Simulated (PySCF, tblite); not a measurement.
# 2-ethylpyrazine: dynamics, then NMR shifts on frames, part 2 of 2

tblite 0.8.0 and PySCF 2.14.0. Atoms count from 0.

### Step 5. Nuclear shieldings: 625 fs, PBE0/pcSseg-1

The job: settings as JSON, then the geometry in Å.

```
{"job": {"kind": "nmr", "xc": "PBE0", "basis": "pcSseg-1", "pop": false}, "charge": 0, "multiplicity": 1}
C     -2.871400     0.401800    -0.504300
C     -2.348600    -0.043700     0.868500
C     -0.918600    -0.185700     0.781500
C     -0.097100    -0.550400     1.929200
N      1.223600    -0.727700     1.882700
C      1.821900    -0.576100     0.707600
C      1.063800    -0.308500    -0.447200
N     -0.249800    -0.147500    -0.382100
H     -2.491200    -0.277700    -1.217200
H     -3.978500     0.256400    -0.549400
H     -2.679000     1.405900    -0.862800
H     -2.903000    -0.958600     1.102100
H     -2.558800     0.719000     1.668200
H     -0.640800    -0.654900     2.889600
H      2.936600    -0.509200     0.687400
H      1.553100    -0.230300    -1.490600
```

With the program's defaults for keys left out, this is: GIAO PBE0/pcSseg-1 NMR shielding, non-relativistic, gas phase.

The log of the run:

```text
coarse grid: 13600 points
cycle   1  E = -342.3965190897  dE =  1.199e+00  |g| = 3.826e-01  |ddm| = 3.723e+00
cycle   2  E = -342.3847708551  dE =  1.175e-02  |g| = 4.680e-01  |ddm| = 8.811e-01
cycle   3  E = -342.4334958343  dE = -4.872e-02  |g| = 7.933e-02  |ddm| = 4.713e-01
cycle   4  E = -342.4345222015  dE = -1.026e-03  |g| = 3.702e-02  |ddm| = 7.698e-02
cycle   5  E = -342.4348297037  dE = -3.075e-04  |g| = 9.507e-03  |ddm| = 4.149e-02
cycle   6  E = -342.4348464892  dE = -1.679e-05  |g| = 5.111e-03  |ddm| = 1.246e-02
cycle   7  E = -342.4348528566  dE = -6.367e-06  |g| = 6.210e-04  |ddm| = 4.763e-03
final grid: 132208 points
cycle   8  E = -342.4790104443  dE = -3.577e-05  |g| = 7.375e-03  |ddm| = 3.258e-02
cycle   9  E = -342.4790052762  dE =  5.168e-06  |g| = 8.884e-03  |ddm| = 1.475e-02
cycle  10  E = -342.4790236232  dE = -1.835e-05  |g| = 1.608e-03  |ddm| = 8.626e-03
cycle  11  E = -342.4790242303  dE = -6.070e-07  |g| = 3.211e-04  |ddm| = 1.704e-03
cycle  12  E = -342.4790242496  dE = -1.930e-08  |g| = 1.654e-04  |ddm| = 4.016e-04
cycle  13  E = -342.4790242554  dE = -5.880e-09  |g| = 3.087e-05  |ddm| = 1.601e-04
cycle  14  E = -342.4790242556  dE = -2.038e-10  |g| = 1.089e-05  |ddm| = 3.591e-05
converged SCF energy = -342.4790242556

GIAO shielding tensors (ppm)
atom      isotropic    diamagn.    paramagn.     s11        s22        s33       span
  0 C      176.157     242.293     -66.136    168.375    176.926    183.169     14.795
  1 C      158.894     249.700     -90.807    150.479    153.339    172.862     22.383
  2 C       16.500     260.571    -244.071   -101.673      0.393    150.779    252.452
  3 C       23.957     252.339    -228.382    -87.200     25.950    133.122    220.322
  4 N     -105.137     329.013    -434.150   -423.506   -190.339    298.434    721.940
  5 C       37.643     257.003    -219.360    -66.637     34.915    144.651    211.288
  6 C       33.313     254.134    -220.821    -74.673     39.780    134.833    209.506
  7 N     -119.268     333.433    -452.701   -474.612   -178.513    295.322    769.934
  8 H       29.946      30.744      -0.797     24.539     29.275     36.025     11.486
  9 H       30.136      25.348       4.788     25.195     28.100     37.115     11.920
 10 H       30.438      28.971       1.467     26.362     27.481     37.470     11.108
 11 H       28.217      29.357      -1.140     22.662     28.082     33.907     11.246
 12 H       27.733      28.691      -0.958     22.660     27.253     33.288     10.628
 13 H       22.429      30.188      -7.759     18.775     20.262     28.250      9.475
 14 H       22.678      29.145      -6.468     19.554     22.925     25.554      6.000
 15 H       21.769      29.976      -8.206     17.762     22.554     24.992      7.229
```

Wall time 38 s (1 thread of Arm Neoverse N1, shared host); peak memory 0.83 GiB.

This run: δ C2 170.4, C3 163.0, C6 153.6, C5 149.3, H15 9.95, H13 9.29 ppm.

### Step 6. Shielding tensors: 800 fs, PBE0/pcSseg-1

The job: settings as JSON, then the geometry in Å.

```
{"job": {"kind": "nmr", "xc": "PBE0", "basis": "pcSseg-1", "pop": false}, "charge": 0, "multiplicity": 1}
C     -2.710800     0.262000    -0.121900
C     -2.105800     0.351000     1.221700
C     -0.580900     0.022200     1.215800
C     -0.053500    -0.557000     2.377500
N      1.166400    -0.959600     2.327000
C      1.812800    -0.883400     1.164300
C      1.334600    -0.159000     0.088200
N      0.092700     0.325500     0.118700
H     -2.578000    -0.740000    -0.587300
H     -3.730500     0.553300    -0.253000
H     -2.060100     0.858100    -0.754000
H     -2.510800    -0.428600     1.836600
H     -2.306600     1.320700     1.678500
H     -0.573600    -0.673400     3.279800
H      2.709900    -1.531800     1.184300
H      1.971700     0.002000    -0.830600
```

Level: GIAO PBE0/pcSseg-1 NMR shielding, non-relativistic, gas phase.

The log of the run:

```text
coarse grid: 13600 points
cycle   1  E = -342.3935006483  dE =  1.400e+00  |g| = 3.916e-01  |ddm| = 3.736e+00
cycle   2  E = -342.3844058006  dE =  9.095e-03  |g| = 4.607e-01  |ddm| = 8.444e-01
cycle   3  E = -342.4324097671  dE = -4.800e-02  |g| = 7.098e-02  |ddm| = 4.253e-01
cycle   4  E = -342.4331892188  dE = -7.795e-04  |g| = 3.596e-02  |ddm| = 7.247e-02
cycle   5  E = -342.4334694035  dE = -2.802e-04  |g| = 8.955e-03  |ddm| = 3.964e-02
cycle   6  E = -342.4334837256  dE = -1.432e-05  |g| = 4.936e-03  |ddm| = 1.266e-02
cycle   7  E = -342.4334893588  dE = -5.633e-06  |g| = 8.717e-04  |ddm| = 5.193e-03
final grid: 132208 points
cycle   8  E = -342.4772496239  dE = -3.793e-05  |g| = 7.369e-03  |ddm| = 3.315e-02
cycle   9  E = -342.4772473957  dE =  2.228e-06  |g| = 8.139e-03  |ddm| = 1.364e-02
cycle  10  E = -342.4772630747  dE = -1.568e-05  |g| = 1.166e-03  |ddm| = 7.040e-03
cycle  11  E = -342.4772633691  dE = -2.945e-07  |g| = 3.092e-04  |ddm| = 1.180e-03
cycle  12  E = -342.4772633869  dE = -1.779e-08  |g| = 1.415e-04  |ddm| = 3.920e-04
cycle  13  E = -342.4772633916  dE = -4.653e-09  |g| = 3.654e-05  |ddm| = 1.636e-04
cycle  14  E = -342.4772633919  dE = -2.735e-10  |g| = 1.311e-05  |ddm| = 4.197e-05
converged SCF energy = -342.4772633919

GIAO shielding tensors (ppm)
atom      isotropic    diamagn.    paramagn.     s11        s22        s33       span
  0 C      178.398     251.924     -73.526    166.928    182.286    185.979     19.052
  1 C      155.360     247.171     -91.812    143.247    149.363    173.469     30.222
  2 C       22.409     257.478    -235.069    -66.214    -14.153    147.594    213.808
  3 C       38.986     253.531    -214.544    -73.116     47.329    142.746    215.861
  4 N     -115.191     330.570    -445.761   -467.383   -195.179    316.987    784.370
  5 C       38.097     255.171    -217.074    -64.832     34.538    144.585    209.417
  6 C       37.274     252.549    -215.274    -67.474     33.935    145.363    212.837
  7 N      -87.089     331.028    -418.117   -383.500   -187.990    310.222    693.722
  8 H       30.726      30.970      -0.244     26.847     28.480     36.853     10.006
  9 H       30.995      28.895       2.101     26.341     28.263     38.383     12.043
 10 H       29.229      31.919      -2.689     23.315     28.926     35.448     12.133
 11 H       29.575      31.019      -1.444     23.784     29.644     35.297     11.512
 12 H       28.776      28.942      -0.166     24.341     28.192     33.796      9.455
 13 H       23.041      32.101      -9.059     18.944     21.713     28.467      9.523
 14 H       22.674      28.978      -6.304     18.583     23.665     25.774      7.190
 15 H       22.413      30.260      -7.847     18.773     22.913     25.553      6.781
```

Run time: 38 s. Hardware: 1 thread of Arm Neoverse N1, shared host; peak memory 0.83 GiB.

Key values: δ C2 164.5, C6 149.7, C5 148.8, C3 147.9, H15 9.30, H14 9.04 ppm.

### Step 7. Nuclear shieldings: 1000 fs, PBE0/pcSseg-1

The job: settings as JSON, then the geometry in Å.

```
{"job": {"kind": "nmr", "xc": "PBE0", "basis": "pcSseg-1", "pop": false}, "charge": 0, "multiplicity": 1}
C     -2.404600     0.902000    -0.269600
C     -1.815400     1.304000     1.093400
C     -0.441300     0.609700     1.284700
C     -0.400200    -0.705200     1.675200
N      0.709600    -1.391200     1.624000
C      1.808100    -0.783500     1.199800
C      1.829100     0.603300     1.167000
N      0.645300     1.266500     1.060100
H     -2.586400    -0.160700    -0.394500
H     -3.393800     1.285400    -0.412100
H     -1.805900     1.369100    -1.024600
H     -2.488100     1.010700     1.854700
H     -1.675200     2.394500     1.134300
H     -1.255000    -1.269200     2.095800
H      2.647800    -1.445700     1.029900
H      2.710200     1.237100     1.043600
```

With the program's defaults for keys left out, this is: GIAO PBE0/pcSseg-1 NMR shielding, non-relativistic, gas phase.

The log of the run:

```text
coarse grid: 13600 points
cycle   1  E = -342.4018305642  dE =  1.361e+00  |g| = 3.685e-01  |ddm| = 3.715e+00
cycle   2  E = -342.3969548846  dE =  4.876e-03  |g| = 4.188e-01  |ddm| = 7.865e-01
cycle   3  E = -342.4364909764  dE = -3.954e-02  |g| = 7.103e-02  |ddm| = 3.875e-01
cycle   4  E = -342.4373166539  dE = -8.257e-04  |g| = 3.283e-02  |ddm| = 6.382e-02
cycle   5  E = -342.4375537225  dE = -2.371e-04  |g| = 7.145e-03  |ddm| = 3.278e-02
cycle   6  E = -342.4375621264  dE = -8.404e-06  |g| = 4.238e-03  |ddm| = 1.025e-02
cycle   7  E = -342.4375663806  dE = -4.254e-06  |g| = 8.318e-04  |ddm| = 4.590e-03
final grid: 132208 points
cycle   8  E = -342.4818684611  dE = -3.883e-05  |g| = 7.518e-03  |ddm| = 3.034e-02
cycle   9  E = -342.4818655281  dE =  2.933e-06  |g| = 8.417e-03  |ddm| = 1.360e-02
cycle  10  E = -342.4818822868  dE = -1.676e-05  |g| = 1.422e-03  |ddm| = 7.244e-03
cycle  11  E = -342.4818827391  dE = -4.524e-07  |g| = 3.599e-04  |ddm| = 1.515e-03
cycle  12  E = -342.4818827671  dE = -2.801e-08  |g| = 1.332e-04  |ddm| = 4.425e-04
cycle  13  E = -342.4818827711  dE = -3.984e-09  |g| = 3.485e-05  |ddm| = 1.379e-04
cycle  14  E = -342.4818827713  dE = -2.353e-10  |g| = 1.361e-05  |ddm| = 4.175e-05
converged SCF energy = -342.4818827713

GIAO shielding tensors (ppm)
atom      isotropic    diamagn.    paramagn.     s11        s22        s33       span
  0 C      172.783     244.909     -72.126    156.107    172.555    189.685     33.578
  1 C      151.105     247.456     -96.351    133.207    143.354    176.752     43.545
  2 C       31.423     257.719    -226.296    -53.816     -2.854    150.939    204.755
  3 C       42.852     253.142    -210.290    -56.331     42.443    142.444    198.775
  4 N     -109.086     331.167    -440.253   -453.900   -194.128    320.769    774.668
  5 C       38.752     253.852    -215.101    -69.476     33.378    152.354    221.829
  6 C       36.220     255.543    -219.324    -68.946     28.516    149.089    218.034
  7 N      -94.953     328.988    -423.941   -405.895   -178.956    299.992    705.888
  8 H       30.831      31.099      -0.268     26.047     29.849     36.599     10.552
  9 H       31.041      27.930       3.110     26.823     27.770     38.530     11.707
 10 H       30.864      31.238      -0.374     25.973     29.672     36.947     10.974
 11 H       29.474      30.502      -1.028     26.793     28.022     33.608      6.815
 12 H       28.812      29.254      -0.442     24.974     27.433     34.029      9.055
 13 H       22.875      31.110      -8.236     17.883     23.252     27.489      9.606
 14 H       22.876      30.253      -7.378     19.429     23.070     26.128      6.699
 15 H       22.846      30.373      -7.527     19.249     22.892     26.397      7.148
```

It took 37 s on 1 thread of Arm Neoverse N1, shared host; peak memory 0.83 GiB.

Key values: δ C2 155.5, C6 150.7, C5 148.2, C3 144.1, H15 8.87, H13 8.84 ppm.

### Step 8. Comparing the runs: NMR shifts

Shifts (ppm) of some atoms, chosen among heavy atoms and hydrogens apart, with basis size and wall time:

```tsv
frame	C2	C3	C0	H8	H10	N4	N7	functions	time
250 fs	173.5	156.4	17.1	1.11	0.33	396.8	362.5	176	37 s
425 fs	153.4	138.8	24.6	3.78	1.28	380.7	375.9	176	37 s
625 fs	170.4	163.0	10.8	1.77	1.28	372.9	387.0	176	38 s
800 fs	164.5	147.9	8.5	0.99	2.49	382.9	354.8	176	38 s
1000 fs	155.5	144.1	14.1	0.89	0.85	376.8	362.7	176	37 s
```

### Step 9. Outcome

What follows sums up all 2 parts.

| quantity | value |
| --- | --- |
| thermostat | 300 K |
| mean temperature, second half | 344 K |
| mean potential energy above the minimum | 0.61 eV |
| 13C shifts against TMS (PBE0/pcSseg-1, 250 fs) | 173.5, 156.4, 150.4, 145.4, 30.1, 17.1 ppm |
| 1H shifts against TMS (PBE0/pcSseg-1, 250 fs) | 9.52, 9.27, 8.76, 2.41, 1.89, 1.11, 1.08, 0.33 ppm |
| 15N shifts against NH3 (PBE0/pcSseg-1, 250 fs) | 396.8, 362.5 ppm |
| range of the shift of N7 | 354.8 to 387.0 ppm |

In words: In the second half the potential energy averages 0.61 eV above the minimum; equipartition over 42 harmonic modes at 300 K would give 0.54 eV. With 16 atoms the temperature swings widely (130 to 441 K). Shifts at one fixed geometry are not the observed spectrum, which averages over the motion. In the first frame run (250 fs): Shielding is most anisotropic at N4 (span 807 ppm, paramagnetic term -458 ppm). NICS(1)zz of -27 ppm above the planar ring from C2 marks a diatropic (aromatic) ring current. Across the 5 runs the shift of N7 moves most, between 354.8 (800 fs) and 387.0 ppm (625 fs).
